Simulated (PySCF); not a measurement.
# CH9BrGe2SSi: NMR shifts, electronic excitations and K edges in gas and solvents, part 2 of 2

PySCF 2.14.0. Atoms count from 0. The steps go on from the part before.

### 6 Excited states and response: CAM-B3LYP/def2-SVPD in dichloromethane

What the job is given:

```
{"job": {"kind": "uv", "xc": "CAM-B3LYP", "basis": "def2-SVPD", "solvent": "dichloromethane", "nstates": 6, "ntriplets": 0}, "charge": 0, "multiplicity": 1}
Si    -1.767764     0.074068     0.149894
C     -0.657185     1.147089    -0.926967
Ge     0.359892     2.511584     0.024986
S      1.613464     1.592351     1.654280
Ge     2.527523    -0.108967     0.589250
Br     3.230226     0.540099    -1.526774
H     -2.737458     0.933192     0.895873
H     -2.534440    -0.889116    -0.699088
H     -0.958758    -0.699671     1.137862
H     -1.273525     1.673633    -1.676230
H      0.052540     0.518614    -1.490616
H     -0.565959     3.453307     0.815953
H      1.272286     3.310310    -0.920044
H      1.532047    -1.252663     0.341459
H      3.765626    -0.547230     1.381029
```

With the program's defaults for keys left out, this is: TDDFT CAM-B3LYP/def2-SVPD, vertical, IEF-PCM dichloromethane (non-equilibrium linear response), core orbitals frozen in the response.

Log:

```text
coarse grid: 62320 points
cycle   1  E = -7458.6519417250  dE = -2.097e+00  |g| = 6.954e-01  |ddm| = 4.426e+00
cycle   2  E = -7458.6618800869  dE = -9.938e-03  |g| = 7.273e-01  |ddm| = 1.583e+00
cycle   3  E = -7458.7359082377  dE = -7.403e-02  |g| = 3.566e-02  |ddm| = 7.773e-01
cycle   4  E = -7458.7361581597  dE = -2.499e-04  |g| = 1.198e-02  |ddm| = 8.167e-02
cycle   5  E = -7458.7361997172  dE = -4.156e-05  |g| = 3.631e-03  |ddm| = 2.972e-02
cycle   6  E = -7458.7362025401  dE = -2.823e-06  |g| = 9.307e-04  |ddm| = 6.387e-03
final grid: 122384 points
cycle   7  E = -7458.7360923651  dE = -2.362e-07  |g| = 9.161e-04  |ddm| = 4.056e-03
cycle   8  E = -7458.7360923780  dE = -1.293e-08  |g| = 9.680e-04  |ddm| = 1.720e-03
cycle   9  E = -7458.7360924848  dE = -1.067e-07  |g| = 3.604e-05  |ddm| = 8.251e-04
cycle  10  E = -7458.7360924859  dE = -1.170e-09  |g| = 2.018e-05  |ddm| = 1.455e-04
cycle  11  E = -7458.7360924862  dE = -2.128e-10  |g| = 6.497e-06  |ddm| = 6.015e-05
converged SCF energy = -7458.7360924862

Static polarisability (au): isotropic 192.353, principal 184.148 190.791 202.120

Singlet excitations
state   eV       nm        f      main configurations
  1   5.3463    231.9   0.01450   H->L 0.89
  2   5.9235    209.3   0.02230   H->L+1 0.82, H->L+2 0.10
  3   6.1261    202.4   0.03079   H-1->L 0.60, H-2->L 0.24
  4   6.1897    200.3   0.03911   H-2->L 0.67, H-1->L 0.20
  5   6.5670    188.8   0.02960   H->L+2 0.46, H->L+3 0.22, H->L+8 0.09
  6   6.9397    178.7   0.04385   H-3->L 0.38, H->L+2 0.20, H->L+3 0.17
```

It took 2.2 min on 1 thread of Arm Neoverse V1, shared host; peak memory 1.5 GiB.

Key values: HOMO -8.69 eV, LUMO -0.10 eV; lowest singlet 5.35 eV.

### 7 TDDFT and polarisability: CAM-B3LYP/def2-SVPD in dimethylsulfoxide

The job, as its differences from that of step 6:

```diff
@@ -1,2 +1,2 @@
-{"job": {"kind": "uv", "xc": "CAM-B3LYP", "basis": "def2-SVPD", "solvent": "dichloromethane", "nstates": 6, "ntriplets": 0}, "charge": 0, "multiplicity": 1}
+{"job": {"kind": "uv", "xc": "CAM-B3LYP", "basis": "def2-SVPD", "solvent": "dimethylsulfoxide", "nstates": 6, "ntriplets": 0}, "charge": 0, "multiplicity": 1}
 Si    -1.767764     0.074068     0.149894
```

Method: TDDFT CAM-B3LYP/def2-SVPD, vertical, IEF-PCM dimethylsulfoxide (non-equilibrium linear response), core orbitals frozen in the response.

Log:

```text
coarse grid: 62320 points
cycle   1  E = -7458.6532405621  dE = -2.098e+00  |g| = 6.945e-01  |ddm| = 4.426e+00
cycle   2  E = -7458.6639238178  dE = -1.068e-02  |g| = 7.243e-01  |ddm| = 1.579e+00
cycle   3  E = -7458.7366709503  dE = -7.275e-02  |g| = 3.559e-02  |ddm| = 7.720e-01
cycle   4  E = -7458.7369236495  dE = -2.527e-04  |g| = 1.185e-02  |ddm| = 8.246e-02
cycle   5  E = -7458.7369664222  dE = -4.277e-05  |g| = 3.341e-03  |ddm| = 3.034e-02
cycle   6  E = -7458.7369691002  dE = -2.678e-06  |g| = 8.828e-04  |ddm| = 6.519e-03
final grid: 122384 points
cycle   7  E = -7458.7368587694  dE = -2.300e-07  |g| = 8.542e-04  |ddm| = 4.027e-03
cycle   8  E = -7458.7368587872  dE = -1.778e-08  |g| = 8.887e-04  |ddm| = 1.642e-03
cycle   9  E = -7458.7368588733  dE = -8.613e-08  |g| = 3.607e-05  |ddm| = 7.699e-04
cycle  10  E = -7458.7368588744  dE = -1.108e-09  |g| = 2.056e-05  |ddm| = 1.436e-04
cycle  11  E = -7458.7368588746  dE = -2.128e-10  |g| = 5.931e-06  |ddm| = 6.222e-05
converged SCF energy = -7458.7368588746

Static polarisability (au): isotropic 204.116, principal 195.862 203.717 212.768

Singlet excitations
state   eV       nm        f      main configurations
  1   5.3628    231.2   0.01512   H->L 0.88
  2   5.9472    208.5   0.02373   H->L+1 0.82, H->L+2 0.09
  3   6.1399    201.9   0.03130   H-1->L 0.56, H-2->L 0.27
  4   6.2032    199.9   0.04243   H-2->L 0.64, H-1->L 0.23
  5   6.5862    188.2   0.03067   H->L+2 0.46, H->L+3 0.21, H->L+8 0.09
  6   6.9489    178.4   0.05457   H-3->L 0.44, H->L+2 0.17, H->L+3 0.12
```

Run time: 2.1 min. Hardware: 1 thread of Arm Neoverse V1, shared host; peak memory 1.5 GiB.

In short: HOMO -8.70 eV, LUMO -0.10 eV; lowest singlet 5.36 eV.

### 8 Core excitations: BHandHLYP/def2-SVPD+aug-pcX-1+pcseg-1

The job, as its differences from that of step 7:

```diff
@@ -1,2 +1,2 @@
-{"job": {"kind": "uv", "xc": "CAM-B3LYP", "basis": "def2-SVPD", "solvent": "dimethylsulfoxide", "nstates": 6, "ntriplets": 0}, "charge": 0, "multiplicity": 1}
+{"job": {"kind": "xas", "xc": "BHandHLYP", "basis": {"default": "aug-pcX-1", "H": "pcseg-1", "Si": "def2-SVPD", "Ge": "def2-SVPD", "S": "def2-SVPD", "Br": "def2-SVPD"}}, "charge": 0, "multiplicity": 1}
 Si    -1.767764     0.074068     0.149894
```

Level: core-valence-separated TDA BHandHLYP/aug-pcX-1 H:pcseg-1 Si:def2-SVPD Ge:def2-SVPD S:def2-SVPD Br:def2-SVPD, K edges, non-relativistic, gas phase.

Log:

```text
coarse grid: 62320 points
cycle   1  E = -7458.2551308023  dE = -2.111e+00  |g| = 5.598e-01  |ddm| = 3.975e+00
cycle   2  E = -7458.2688812462  dE = -1.375e-02  |g| = 5.557e-01  |ddm| = 1.241e+00
cycle   3  E = -7458.3238005617  dE = -5.492e-02  |g| = 3.436e-02  |ddm| = 6.446e-01
cycle   4  E = -7458.3240621496  dE = -2.616e-04  |g| = 1.674e-02  |ddm| = 6.438e-02
cycle   5  E = -7458.3241190336  dE = -5.688e-05  |g| = 5.563e-03  |ddm| = 2.359e-02
cycle   6  E = -7458.3241258383  dE = -6.805e-06  |g| = 6.682e-04  |ddm| = 6.676e-03
final grid: 122384 points
cycle   7  E = -7458.3240491215  dE = -1.964e-07  |g| = 5.201e-04  |ddm| = 3.297e-03
cycle   8  E = -7458.3240491375  dE = -1.608e-08  |g| = 5.076e-04  |ddm| = 1.209e-03
cycle   9  E = -7458.3240492010  dE = -6.342e-08  |g| = 4.153e-05  |ddm| = 5.531e-04
cycle  10  E = -7458.3240492018  dE = -7.785e-10  |g| = 1.830e-05  |ddm| = 8.479e-05
converged SCF energy = -7458.3240492018

C K edge
   eV          f      from atoms
  285.209   0.01053   C1
  285.351   0.01975   C1
  286.027   0.02142   C1
  286.075   0.00125   C1
  286.189   0.01654   C1
  286.398   0.03429   C1
  286.670   0.00595   C1
  287.046   0.00202   C1
```

Run time: 34 s. Hardware: 1 thread of Arm Neoverse V1, shared host; peak memory 1 GiB.

### 9 Run by run: NMR shifts

Shifts (ppm) of some atoms, chosen among heavy atoms and hydrogens apart, means over like atoms, with basis size and wall time:

```csv
run,C1,H13,H9,Si0,Ge4,Ge2,S3,functions,time
PBE0/pcSseg-1 in dichloromethane,-7.7,6.16,0.60,-66.8,15,-66,-242,233,81 s
PBE0/pcSseg-1 in dimethylsulfoxide,-7.6,6.19,0.64,-66.8,15,-66,-244,233,83 s
```

The continuum's effect on the ground state:

```csv
solvent,ε,polarisation energy (Eh),μ (D)
dichloromethane,8.93,-0.0047,1.71
dimethylsulfoxide,46.83,-0.0058,1.82
```

### 10 Run by run: electronic excitations

Excitations and ground-state properties, with basis size and wall time:

```csv
run,lowest singlet (eV),brightest (eV),f,gap (eV),α (Å³),μ (D),functions,time
CAM-B3LYP/def2-SVPD,5.29,6.11,0.022,8.51,20.93,1.23,260,3 min
CAM-B3LYP/def2-SVPD in dichloromethane,5.35,6.94,0.044,8.59,28.50,1.72,260,2.2 min
CAM-B3LYP/def2-SVPD in dimethylsulfoxide,5.36,6.95,0.055,8.60,30.25,1.85,260,2.1 min
```

The continuum's effect on the ground state:

```csv
solvent,ε,polarisation energy (Eh),μ (D)
dichloromethane,8.93,-0.0049,1.72
dimethylsulfoxide,46.83,-0.0059,1.85
```

### 11 Summary of results

What follows sums up all 2 parts.

| quantity | value |
| --- | --- |
| point group | C1 |
| rotational constants (main isotopes) | 0.91, 0.43, 0.41 GHz |
| ¹³C shifts against TMS (PBE0/pcSseg-1, dichloromethane) | -7.7 ppm |
| ¹H shifts against TMS (PBE0/pcSseg-1, dichloromethane, means over atoms taken as alike) | 6.16, 5.10, 4.01, 0.60 ppm |
| ²⁹Si shifts against TMS (PBE0/pcSseg-1, dichloromethane) | -66.8 ppm |
| ⁷³Ge shifts against GeMe4 (PBE0/pcSseg-1, dichloromethane) | 15, -66 ppm |
| ³³S shifts against CS2 (PBE0/pcSseg-1, dichloromethane) | -242 ppm |
| shieldings of Br (PBE0/pcSseg-1, dichloromethane) | Br5 2656.8 ppm |
| lowest singlet (CAM-B3LYP/def2-SVPD) | 5.29 eV (235 nm), f = 0.009 |
| brightest single state of those computed | state 4, 6.11 eV, f = 0.022 |
| surface potential, 1st and 99th percentile | -0.70 V and 1.38 V |
| C K edge | first line 285.21 eV, strongest 286.40 eV (f = 0.034) |
| range of the shift of S3 | -244 to -242 ppm |
| range of the lowest singlet | 5.29 to 5.36 eV |

In words: Over 5 steps the energy fell by 0.135 eV; of the close pairs, Si0–H7 changed most, 1.452 to 1.495 Å. No frequency check was run at this level, so the end point may be a saddle. At PBE0/pcSseg-1: The widest tensor belongs to Br5: span 444 ppm, with a paramagnetic part of -468 ppm. The lowest singlet, at 5.29 eV, is HOMO→LUMO 0.89 and is weak; of the 6 states computed, the strongest absorption comes from state 4 at 6.11 eV. At the C edge the strongest single line lifts a 1s electron of C1 into several orbitals, led by LUMO+7 (weight 0.24), 1.2 eV above the first line. Absolute edge energies from this method are off by several eV; spacings are better. Among the atoms with a shift in every run: Across the 2 runs the shift of S3 moves most, between -244 (PBE0/pcSseg-1 in dimethylsulfoxide) and -242 ppm (PBE0/pcSseg-1 in dichloromethane). The continuum holds electrostatics alone: no hydrogen bonds to the solvent, and the gas-phase geometry is kept. The lowest singlet runs from 5.29 eV (CAM-B3LYP/def2-SVPD) to 5.36 eV (CAM-B3LYP/def2-SVPD in dimethylsulfoxide), while the orbital gap spans 8.51 to 8.60 eV. The lowest state need not be the same one in every run. Spin-orbit coupling is left out, which matters for shieldings and couplings at and beside the heavy atoms.
